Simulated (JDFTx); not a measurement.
# MnS (Fm-3m) in JDFTx: settings compared

The runs below take MnS through relaxation of cell and atoms, with PBE+D3, PBE+D3(BJ).

Program: JDFTx 1.7.0 (patched build). These are calculated values, not measurements. Logs are shortened: lines on timing, memory, paths and dates and some standing lists are left out, and cuts for length are marked. The log counts tension as positive stress, the text compression.

## 1. The structure

It takes space group Fm-3m (No. 225, cubic). Conventional cell: a = 5.209 Å, b = 5.209 Å, c = 5.209 Å, α = 90.00°, β = 90.00°, γ = 90.00°. Around Mn (site symmetry m-3m) lie 6 S at 2.60 Å. S (site symmetry m-3m) has 6 Mn at 2.60 Å as nearest neighbours.

## 2. Relaxation of cell and atoms, PBE+D3, collinear spin, ferromagnetic start

MnS.in reads:

```
lattice \
    0.0000000000     2.6045000000     2.6045000000 \
    2.6045000000     0.0000000000     2.6045000000 \
    2.6045000000     2.6045000000     0.0000000000
latt-scale 1.889726124626 1.889726124626 1.889726124626
coords-type Lattice
ion Mn     0.0000000000     0.0000000000     0.0000000000 1
ion S      0.5000000000     0.5000000000     0.5000000000 1

ion-species pseudo/Mn.upf
ion-species pseudo/S.upf
elec-cutoff 48 384
elec-ex-corr gga-PBE
van-der-waals D3
kpoint-folding 4 4 4
elec-smearing Fermi 0.0018374661
elec-n-bands 19
spintype z-spin
initial-magnetic-moments Mn 4
elec-initial-magnetization 4 no
electronic-SCF nIterations 100 energyDiffThreshold 1e-09
electronic-minimize nIterations 30 energyDiffThreshold 1e-7
forces-output-coords Cartesian
lattice-minimize nIterations 40 energyDiffThreshold 1e-6

dump-name run.$VAR
dump End Ecomponents EigStats BandEigs Kpoints Forces Stress
```

Potentials or basis: PseudoDojo-SR-PBE-0.5-standard with smoothed tails.

On the command line:

```sh
jdftx -c 1 -i MnS.in -o MnS.out
```

Standard output:

```text
*************** JDFTx 1.7.0 (patched build) ***************

Input parsed successfully to the following command list (including defaults):
[... the input with its defaults ...]

---------- Setting up symmetries ----------

Found 48 point-group symmetries of the bravais lattice
Found 48 space-group symmetries with basis
Applied RMS atom displacement 0 bohrs to make symmetries exact.

---------- Initializing the Grid ----------
R =
[            0      4.92179      4.92179  ]
[      4.92179            0      4.92179  ]
[      4.92179      4.92179            0  ]
unit cell volume = 238.451
G =
[  -0.638303   0.638303   0.638303  ]
[   0.638303  -0.638303   0.638303  ]
[   0.638303   0.638303  -0.638303  ]
Minimum fftbox size, Smin = [  64  64  64  ]
Chosen fftbox size, S = [  64  64  64  ]

---------- Initializing tighter grid for wavefunction operations ----------
R =
[            0      4.92179      4.92179  ]
[      4.92179            0      4.92179  ]
[      4.92179      4.92179            0  ]
unit cell volume = 238.451
G =
[  -0.638303   0.638303   0.638303  ]
[   0.638303  -0.638303   0.638303  ]
[   0.638303   0.638303  -0.638303  ]
Minimum fftbox size, Smin = [  44  44  44  ]
Chosen fftbox size, S = [  48  48  48  ]

---------- Exchange Correlation functional ----------
Initalized PBE GGA exchange.
Initalized PBE GGA correlation.

---------- Setting up pseudopotentials ----------
Width of ionic core gaussian charges (only for fluid interactions / plotting) set to 0

Reading pseudopotential file 'pseudo/Mn.upf':
  'Mn' pseudopotential, 'PBE' functional
  Generated using ONCVPSP code by D. R. Hamann
  15 valence electrons, 4 orbitals, 6 projectors, 1001 radial grid points, with lMax = 2
    3S    l: 0   occupation:  2.0   eigenvalue: -3.156011
    3P    l: 1   occupation:  6.0   eigenvalue: -2.006265
    3D    l: 2   occupation:  5.0   eigenvalue: -0.248833
    4S    l: 0   occupation:  2.0   eigenvalue: -0.187687
  Core radius for overlap checks: 1.55 bohrs.

Reading pseudopotential file 'pseudo/S.upf':
  'S' pseudopotential, 'PBE' functional
  Generated using ONCVPSP code by D. R. Hamann
  6 valence electrons, 2 orbitals, 6 projectors, 1001 radial grid points, with lMax = 2
    3S    l: 0   occupation:  2.0   eigenvalue: -0.634163
    3P    l: 1   occupation:  4.0   eigenvalue: -0.257567
  Core radius for overlap checks: 1.43 bohrs.

Initialized 2 species with 2 total atoms.

Folded 1 k-points by 4x4x4 to 64 k-points.

---------- Setting up k-points, bands, fillings ----------
Reduced to 8 k-points under symmetry.
Computing the number of bands and number of electrons
Calculating initial fillings.
nElectrons:  21.000000   nBands: 19   nStates: 16

----- Setting up reduced wavefunction bases (one per k-point) -----
average nbasis = 3784.391 , ideal nbasis = 3787.525

Initializing DFT-D3 calculator:
	Parameters set for gga-PBE functional
	s6:  1.000  s_r6:  1.217
	s8:  0.722  s_r8:  1.000
	Per-atom parameters loaded for:
	Mn:  sqrtQ[a0]:  5.805  Rcov[a0]:  2.022  CN: [ 0.00 1.64 9.88 ]
	 S:  sqrtQ[a0]:  4.041  Rcov[a0]:  1.928  CN: [ 0.00 0.99 1.99 ]

---------- Setting up ewald sum ----------
Optimum gaussian width for ewald sums = 2.235393 bohr.
Real space sum over 1331 unit cells with max indices [  5  5  5  ]
Reciprocal space sum over 2197 terms with max indices [  6  6  6  ]

Computing DFT-D3 correction:
# coordination-number Mn 4.881
# coordination-number S 4.741
# diagonal-C6 Mn 239.56
# diagonal-C6 S 125.81
EvdW_6 =   -0.008215
EvdW_8 =   -0.011826

---------- Allocating electronic variables ----------
Initializing wave functions:  linear combination of atomic orbitals
Note: number of bands (19) exceeds available atomic orbitals (14)
Mn (M=4) pseudo-atom majority spin occupations:   s ( 1 0.5 )  p ( 3 )  d ( 5 )
Mn (M=4) pseudo-atom minority spin occupations:   s ( 1 0 )  p ( 3 )  d ( 1.5 )
S pseudo-atom occupations:   s ( 2 )  p ( 4 )
	FillingsUpdate:  mu: +1.210399969  nElectrons: 21.000000  magneticMoment: [ Abs: 0.10850  Tot: +0.06659 ]
LCAOMinimize: Iter:   0  F: -105.9353894677867487  |grad|_K:  3.935e-02  alpha:  1.000e+00
	FillingsUpdate:  mu: +1.112327276  nElectrons: 21.000000  magneticMoment: [ Abs: 0.49724  Tot: +0.49682 ]
LCAOMinimize: Iter:   1  F: -107.2343991844330446  |grad|_K:  3.571e-02  alpha:  1.396e-01  linmin: -8.114e-02  cgtest:  8.882e-01
LCAOMinimize: 	Wrong curvature in test step, increasing alphaT to 4.188507e-01.
[... 29 lines of inner loops ...]
	FillingsUpdate:  mu: +0.406769957  nElectrons: 21.000000  magneticMoment: [ Abs: 4.71984  Tot: +4.71822 ]
LCAOMinimize: Iter:  13  F: -114.1740949815268493  |grad|_K:  2.942e-07  alpha:  6.490e-01  linmin: -7.976e-03  cgtest:  2.403e-01
LCAOMinimize: Encountered beta<0, resetting CG.
LCAOMinimize: Converged (|Delta F|<1.000000e-06 for 2 iters).

--------- Lattice Minimization ---------

Computing DFT-D3 correction:
# coordination-number Mn 4.881
# coordination-number S 4.741
# diagonal-C6 Mn 239.56
# diagonal-C6 S 125.81
EvdW_6 =   -0.008215
EvdW_8 =   -0.011826
[... 66 lines left out ...]
# Energy components:
   Eewald =      -70.7466410553603708
       EH =       36.0645198026398361
     Eloc =     -110.3505770170874740
      Enl =       -6.0027797437972188
     EvdW =       -0.0200413100762674
      Exc =      -21.5284696574351173
 Exc_core =        5.7625324030094012
       KE =       52.6024948678264579
-------------------------------------
     Etot =     -114.2189617102807517
       TS =        0.0002981295446399
-------------------------------------
        F =     -114.2192598398253978

LatticeMinimize: Iter:   0  F: -114.219259839825398  |grad|_K:  1.003e-02

#--- Lowdin population analysis ---
# oxidation-state Mn +1.024
# magnetic-moments Mn +4.471
# oxidation-state S -0.879
# magnetic-moments S +0.207
[... 30 lines left out ...]
Computing DFT-D3 correction:
# coordination-number Mn 4.903
# coordination-number S 4.760
# diagonal-C6 Mn 239.56
# diagonal-C6 S 125.81
EvdW_6 =   -0.008241
EvdW_8 =   -0.011839
LatticeMinimize: 	Wolfe criterion not satisfied: alpha: 1  (E-E0)/|gdotd0|: -0.979455  gdotd/gdotd0: 0.958413 (taking cubic step)

Computing DFT-D3 correction:
# coordination-number Mn 4.946
# coordination-number S 4.800
# diagonal-C6 Mn 239.56
# diagonal-C6 S 125.81
EvdW_6 =   -0.008293
EvdW_8 =   -0.011864
[... 206 lines left out ...]
Computing DFT-D3 correction:
# coordination-number Mn 6.058
# coordination-number S 5.769
# diagonal-C6 Mn 113.85
# diagonal-C6 S 125.81
EvdW_6 =   -0.006859
EvdW_8 =   -0.008369
LatticeMinimize: 	Wolfe criterion not satisfied: alpha: 1  (E-E0)/|gdotd0|: 4.61544  gdotd/gdotd0: -3.11804 (taking cubic step)

Computing DFT-D3 correction:
# coordination-number Mn 5.450
# coordination-number S 5.255
# diagonal-C6 Mn 239.56
# diagonal-C6 S 125.81
EvdW_6 =   -0.008979
EvdW_8 =   -0.012154
[... 93 lines left out ...]
-------- Electronic minimization -----------
Will mix electronic density at each iteration.
	FillingsUpdate:  mu: +0.430741862  nElectrons: 21.000000  magneticMoment: [ Abs: 4.31871  Tot: +4.31572 ]
	FillingsUpdate:  mu: +0.438741912  nElectrons: 21.000000  magneticMoment: [ Abs: 4.38006  Tot: +4.37706 ]
SCF: Cycle:  0   F: -114.221508647652712   dF: -1.020e-05   |Residual|: 5.405e-03   |deigs|: 2.743e-05
	FillingsUpdate:  mu: +0.437465061  nElectrons: 21.000000  magneticMoment: [ Abs: 4.37865  Tot: +4.37557 ]
SCF: Cycle:  1   F: -114.221547354640478   dF: -3.871e-05   |Residual|: 2.277e-03   |deigs|: 1.404e-03
	FillingsUpdate:  mu: +0.437786718  nElectrons: 21.000000  magneticMoment: [ Abs: 4.37823  Tot: +4.37545 ]
[... 4 further cycles ...]
SCF: Cycle:  6   F: -114.221551527968927   dF: -4.651e-10   |Residual|: 1.230e-05   |deigs|: 3.855e-06
	FillingsUpdate:  mu: +0.437815447  nElectrons: 21.000000  magneticMoment: [ Abs: 4.37811  Tot: +4.37542 ]
SCF: Cycle:  7   F: -114.221551528179376   dF: -2.104e-10   |Residual|: 2.411e-06   |deigs|: 1.428e-06
SCF: Converged (|Delta E|<1.000000e-09 for 2 iters).

Setting wave functions to eigenvectors of Hamiltonian
[... 64 lines left out ...]
-------- Electronic minimization -----------
Will mix electronic density at each iteration.
	FillingsUpdate:  mu: +0.437815447  nElectrons: 21.000000  magneticMoment: [ Abs: 4.34613  Tot: +4.34345 ]
	FillingsUpdate:  mu: +0.441990777  nElectrons: 21.000000  magneticMoment: [ Abs: 4.37810  Tot: +4.37542 ]
SCF: Cycle:  0   F: -114.221559382894327   dF: -2.687e-06   |Residual|: 2.742e-03   |deigs|: 7.337e-06
	FillingsUpdate:  mu: +0.441340174  nElectrons: 21.000000  magneticMoment: [ Abs: 4.37791  Tot: +4.37521 ]
SCF: Cycle:  1   F: -114.221569752584060   dF: -1.037e-05   |Residual|: 1.168e-03   |deigs|: 7.219e-04
	FillingsUpdate:  mu: +0.441505207  nElectrons: 21.000000  magneticMoment: [ Abs: 4.37774  Tot: +4.37518 ]
[... 3 further cycles ...]
SCF: Cycle:  5   F: -114.221570858086977   dF: -8.053e-10   |Residual|: 1.477e-05   |deigs|: 3.882e-06
	FillingsUpdate:  mu: +0.441520090  nElectrons: 21.000000  magneticMoment: [ Abs: 4.37769  Tot: +4.37517 ]
SCF: Cycle:  6   F: -114.221570858281382   dF: -1.944e-10   |Residual|: 5.699e-06   |deigs|: 1.862e-06
SCF: Converged (|Delta E|<1.000000e-09 for 2 iters).

Setting wave functions to eigenvectors of Hamiltonian
[... 190 lines left out ...]
   Eewald =      -73.1187121805522366
       EH =       34.7723495692533504
     Eloc =     -106.7285062715785955
      Enl =       -5.9551959143677689
     EvdW =       -0.0214467721172146
      Exc =      -21.5498267506281884
 Exc_core =        5.7625321533999960
       KE =       52.6177683423677252
-------------------------------------
     Etot =     -114.2210378242229183
       TS =        0.0005330396324523
-------------------------------------
        F =     -114.2215708638553764

LatticeMinimize: Iter:   7  F: -114.221570863855376  |grad|_K:  4.236e-06  alpha:  1.000e+00  linmin:  1.000e+00
LatticeMinimize: Converged (|Delta F|<1.000000e-06 for 2 iters).

#--- Lowdin population analysis ---
# oxidation-state Mn +0.933
# magnetic-moments Mn +4.191
# oxidation-state S -0.770
# magnetic-moments S +0.163

Dumping 'run.eigStats' ...
	eMin: -2.562963 at state 0 ( [ +0.000000 +0.000000 +0.000000 ] spin 1 )
	HOMO: +0.439669 at state 8 ( [ +0.000000 +0.000000 +0.000000 ] spin -1 )
	mu  : +0.441446
	LUMO: +0.442637 at state 12 ( [ +0.000000 +0.250000 +0.500000 ] spin -1 )
	eMax: +0.991420 at state 15 ( [ +0.250000 +0.500000 -0.250000 ] spin -1 )
	HOMO-LUMO gap: +0.002967
	Optical gap  : +0.003504 at state 8 ( [ +0.000000 +0.000000 +0.000000 ] spin -1 )
Done!
```

It took 3.6 min on 1 thread of Intel Xeon 6975P-C (Granite Rapids), shared host; peak memory 0.21 GiB.

What came out:

```
Free energy                            : -3108.1273 eV
Relaxed volume                         : 16.00 Å³/atom
Relaxed cell                           : a = 3.564 Å, b = 3.564 Å, c = 3.564 Å, α = 60.00°, β = 60.00°, γ = 60.00°
Space group after relaxing (to 0.05 Å) : Fm-3m (No. 225)
Energy gained by relaxing              : 31.4 meV/atom
Ionic steps                            : 8
Pressure after relaxing                : 0.0 GPa
Band gap on the k mesh                 : none (metal or under the smearing width)
Net moment                             : 4.38 μB per cell
Absolute moment                        : 4.38 μB per cell
Site moments                           : Mn +4.19; S +0.16 μB
Loewdin charges                        : Mn +0.93; S -0.77 e
```

The path:
```tsv
step	energy change (eV)	largest force (eV/Å)	pressure (GPa)	volume (Å³)
1	0.0000	0.0000	-4.43	35.33
2	-0.0077	0.0000	-3.94	35.04
3	-0.0550	0.0000	-2.64	32.93
4	-0.0584	0.0000	-2.04	32.70
5	-0.0624	0.0000	-0.72	32.24
6	-0.0629	0.0000	0.01	32.00
7	-0.0629	0.0000	0.00	32.00
8	-0.0629	0.0000	0.00	32.01
```

Final structure:
```
Mn S
1.0
     0.00000    2.52001    2.52001
     2.52001    0.00000    2.52001
     2.52001    2.52001    0.00000
Mn S
1 1
Direct
  0.00000 0.00000 0.00000
  0.50000 0.50000 0.50000
```

Levels at points of the mesh, in eV from the Fermi level:
Spin up:
```
           k point  band 11  band 12  band 13  band 14
(0.00, 0.00, 0.00)    -2.14    -2.14    -2.14     2.38
(0.00, 0.00, 0.50)    -2.51     0.60     0.60     2.75
(0.00, 0.50, 0.50)    -2.78    -2.78    -2.18     0.99
```
Spin down:
```csv
k point,band 4,band 5,band 6,band 7,band 8,band 9,band 10,band 11,band 12,band 13
"(0.00, 0.00, 0.00)",-46.38,-15.17,-1.95,-1.95,-1.95,-0.05,-0.05,-0.05,0.05,0.05
"(0.00, 0.00, 0.50)",-46.38,-13.63,-7.23,-3.93,-3.93,1.14,1.14,1.37,3.17,3.39
"(0.00, 0.50, 0.50)",-46.38,-13.46,-6.34,-3.67,-3.67,-1.38,0.56,1.43,1.43,1.54
```

Caveat: the k mesh is coarse (spacing up to 0.52 Å⁻¹), so the values aren't converged; the plane waves are those of the starting cell, so after so large a change of volume the result is rough; a cell with one magnetic atom can't hold antiferromagnetic order, which such compounds often take; semilocal functionals often make such compounds metallic where correlation or magnetic order opens a gap, which also shifts bond lengths; pairwise dispersion overbinds metals, which lowers pressure and volume. With open d or f shells a metallic result of PBE can be an artefact of self-interaction; +U or a hybrid may open a gap.

## 3. Relaxation of cell and atoms, PBE+D3(BJ), collinear spin, ferromagnetic start

Edit MnS.in of step 2 so:

```diff
@@ -13,3 +13,3 @@
 elec-ex-corr gga-PBE
-van-der-waals D3
+van-der-waals D3BJ
 kpoint-folding 4 4 4
```

Potentials or basis: PseudoDojo-SR-PBE-0.5-standard with smoothed tails.

On the command line:

```sh
jdftx -c 1 -i MnS.in -o MnS.out
```

Run time: 4.9 min. Hardware: 1 thread of Intel Xeon 6975P-C (Granite Rapids), shared host; peak memory 0.21 GiB.

It converged, with:

* Free energy: -3108.4510 eV
* Relaxed volume: 15.83 Å³/atom
* Relaxed cell: a = 3.551 Å, b = 3.551 Å, c = 3.551 Å, α = 60.00°, β = 60.00°, γ = 60.00°
* Space group after relaxing (to 0.05 Å): Fm-3m (No. 225)
* Energy gained by relaxing: 57.4 meV/atom
* Ionic steps: 9
* Pressure after relaxing: 0.0 GPa
* Band gap on the k mesh: none (metal or under the smearing width)
* Net moment: 4.38 μB per cell
* Absolute moment: 4.38 μB per cell
* Site moments: Mn +4.18; S +0.17 μB
* Loewdin charges: Mn +0.93; S -0.77 e

Step by step:
```tsv
step	energy change (eV)	largest force (eV/Å)	pressure (GPa)	volume (Å³)
1	0.0000	0.0000	-6.51	35.33
2	-0.0167	0.0000	-5.89	34.90
3	-0.1100	0.0000	13.60	31.49
4	-0.1107	0.0000	-2.61	32.02
5	-0.1126	0.0000	-2.19	31.90
6	-0.1144	0.0000	2.04	31.60
7	-0.1148	0.0000	-0.04	31.66
8	-0.1148	0.0000	0.00	31.66
9	-0.1148	0.0000	0.00	31.66
```

Final structure:
```xyz
2
Lattice="0.0000 2.5108 2.5108 2.5108 0.0000 2.5108 2.5108 2.5108 0.0000" Properties=species:S:1:pos:R:3 pbc="T T T"
Mn    0.0000    0.0000    0.0000
S     2.5108    2.5108    2.5108
```

Levels at points of the mesh, in eV from the Fermi level:
Spin up:
| k point | band 10 | band 11 | band 12 | band 13 | band 14 |
| --- | --- | --- | --- | --- | --- |
| (0.00, 0.00, 0.00) | -3.48 | -2.12 | -2.12 | -2.12 | 2.50 |
| (0.00, 0.00, 0.50) | -2.92 | -2.48 | 0.67 | 0.67 | 2.78 |
| (0.00, 0.50, 0.50) | -3.16 | -2.75 | -2.75 | -2.13 | 1.04 |
Spin down:
```csv
k point,band 5,band 6,band 7,band 8,band 9,band 10,band 11,band 12
"(0.00, 0.00, 0.00)",-15.21,-1.93,-1.93,-1.93,-0.05,-0.05,-0.05,0.05
"(0.00, 0.00, 0.50)",-13.64,-7.27,-3.95,-3.95,1.16,1.16,1.40,3.20
"(0.00, 0.50, 0.50)",-13.47,-6.38,-3.67,-3.67,-1.41,0.57,1.46,1.46
```

Caveat: the k mesh is coarse (spacing up to 0.52 Å⁻¹), so the values aren't converged; the plane waves are those of the starting cell, so after so large a change of volume the result is rough; a cell with one magnetic atom can't hold antiferromagnetic order, which such compounds often take; semilocal functionals often make such compounds metallic where correlation or magnetic order opens a gap, which also shifts bond lengths; pairwise dispersion overbinds metals, which lowers pressure and volume.
